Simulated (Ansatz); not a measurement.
# CH₄Ga₂: basis-set convergence

How large a basis does CH₄Ga₂ need? Two functionals are run in growing sets.

The runs use Ansatz 0.2.0, Gaussian basis; one geometry, several basis sets.

Levels to be run: PBE0-D4/def2-SVP; ωB97M-V/def2-SVP; PBE0-D4/def2-QZVPP; ωB97M-V/def2-QZVPP; the functionals' def2-TZVPP values are taken from earlier runs.

## Step 1: Structure used throughout

The geometry comes from an earlier relaxation with PBE0-D4 in a triple-zeta def2 set; it is a stationary point, not always the lowest conformer.

SMILES `[CH2]1[GaH][GaH]1`, 7 atoms, charge 0, spin multiplicity 1.

Atoms are counted from 1 here; the program's logs count them from 0.

Bond lengths: C1–Ga2 2.080 Å, C1–Ga3 1.943 Å, C1–H4 1.090 Å, C1–H5 1.109 Å, Ga2–Ga3 2.384 Å, Ga2–H6 1.574 Å, Ga3–H7 1.560 Å. Angles: Ga2–C1–Ga3 72.6°, Ga2–C1–H4 141.0°, Ga2–C1–H5 85.4°, Ga3–C1–H4 129.6°, Ga3–C1–H5 111.5°, H4–C1–H5 108.1°, C1–Ga2–Ga3 51.0°, C1–Ga2–H6 126.2°, Ga3–Ga2–H6 176.0°, C1–Ga3–Ga2 56.4°, C1–Ga3–H7 138.5°, Ga2–Ga3–H7 149.7°.

Coordinates:

```xyz
7
charge 0, multiplicity 1
C    -0.5471   -0.1785   -0.5995
Ga    0.2897    1.1513    0.7629
Ga    0.8738   -1.1194    0.3333
H    -0.8526   -0.2404   -1.6441
H    -1.4618   -0.1038    0.0240
H    -0.2012    2.6188    1.0525
H     1.9605   -2.1959    0.0253
```

## Step 2: PBE0-D4 in def2-SVP

File in.yaml:

```yaml
crystal:
  periodic: [false, false, false]
  atoms:
    - {symbol: C, position_ang: [-0.547072, -0.178495, -0.599455]}
    - {symbol: Ga, position_ang: [0.289704, 1.151343, 0.762914]}
    - {symbol: Ga, position_ang: [0.873764, -1.119445, 0.333302]}
    - {symbol: H, position_ang: [-0.852647, -0.240448, -1.644076]}
    - {symbol: H, position_ang: [-1.461779, -0.103847, 0.023969]}
    - {symbol: H, position_ang: [-0.201217, 2.618781, 1.052463]}
    - {symbol: H, position_ang: [1.960548, -2.195889, 0.025284]}
basis:
  gaussian: {orbitals: def2-SVP}
hamiltonian: {xc: pbe0, dispersion: d4}
output: {orbitals: {seedname: orbitals}}
```

Started as:

```
> ansatz run in.yaml --threads 2 --pin off --events-out ev --progress --plain --max-ram 4352MiB
```

Further steps of the session: ωB97M-V in def2-SVP; PBE0-D4 in def2-QZVPP; ωB97M-V in def2-QZVPP.

**Question.** What will the summary of the whole plan be? Wanted: PBE0-D4: double and triple zeta above quadruple; ωB97M-V: double and triple zeta above quadruple.

The runs gave:

```
                                       quantity           value
PBE0-D4: double and triple zeta above quadruple  17.09, 2.43 eV
ωB97M-V: double and triple zeta above quadruple  17.03, 2.35 eV
```

What this shows: PBE0-D4 gains 14.67 eV from double to triple zeta, then 2.43 eV more. Total energies overstate the basis error of differences, where much of it tends to cancel.
